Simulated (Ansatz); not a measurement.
# SnTe3: the cost of one run

Program: Ansatz 0.2.0. Level of theory: DFT PBE, scalar-relativistic, plane waves, PAW. These are calculated values, not measurements.

2 further runs of the same task are left out: 1 that didn't finish, 1 set aside as unsound or not needed.

## 1. The system as given

It takes space group Fm-3m (No. 225, cubic). Conventional cell: a = 8.306 Å, b = 8.306 Å, c = 8.306 Å, α = 90.00°, β = 90.00°, γ = 90.00°. Sn (site symmetry m-3m) has 8 Te at 3.60 Å as nearest neighbours. Te (site symmetry m-3m) has 8 Te at 3.60 Å as nearest neighbours. Te (site symmetry -43m) is surrounded by 4 Sn at 3.60 Å and 4 Te at 3.60 Å.

As a file:

```xyz
4
Lattice="0.0000 4.1530 4.1530 4.1530 0.0000 4.1530 4.1530 4.1530 0.0000" Properties=species:S:1:pos:R:3 pbc="T T T"
Sn    0.0000    0.0000    0.0000
Te    4.1530    4.1530    4.1530
Te    6.2294    6.2294    6.2294
Te    2.0765    2.0765    2.0765
```

The cell is invented: random cell by space group and Wyckoff sites (Fm-3m, No. 225). Lengths come from tabulated atomic sizes and are only a guess.

## 2. A first look at the guess

Contents of input.yaml:

```yaml
crystal:
  lattice:
    - [0.0, 4.1529587, 4.1529587]
    - [4.1529587, 0.0, 4.1529587]
    - [4.1529587, 4.1529587, 0.0]
  atoms:
    - { symbol: Sn, position: [0.0, 0.0, 0.0] }
    - { symbol: Te, position: [0.5, 0.5, 0.5] }
    - { symbol: Te, position: [0.75, 0.75, 0.75] }
    - { symbol: Te, position: [0.25, 0.25, 0.25] }
basis:
  ecutwfc: 420
kpoints:
  mp_grid: { grid: [4, 4, 4] }
hamiltonian:
  xc: pbe
scf:
  occupations: { method: gaussian, width: 0.1 }
  lower_state_search: "off"
output:
  forces: true
  stress: true
  eigenvalues: true
```

Launch:

```sh
ansatz run input.yaml --threads 1 --pin off --max-ram 2560MiB --backend cpu --events-out ev --progress --plain --runs-dir out
```

Q: Estimate wall time and peak memory on 1 thread of Intel Xeon at 2.70GHz, shared host.

About 4 s, with a peak of 0.41 GiB.
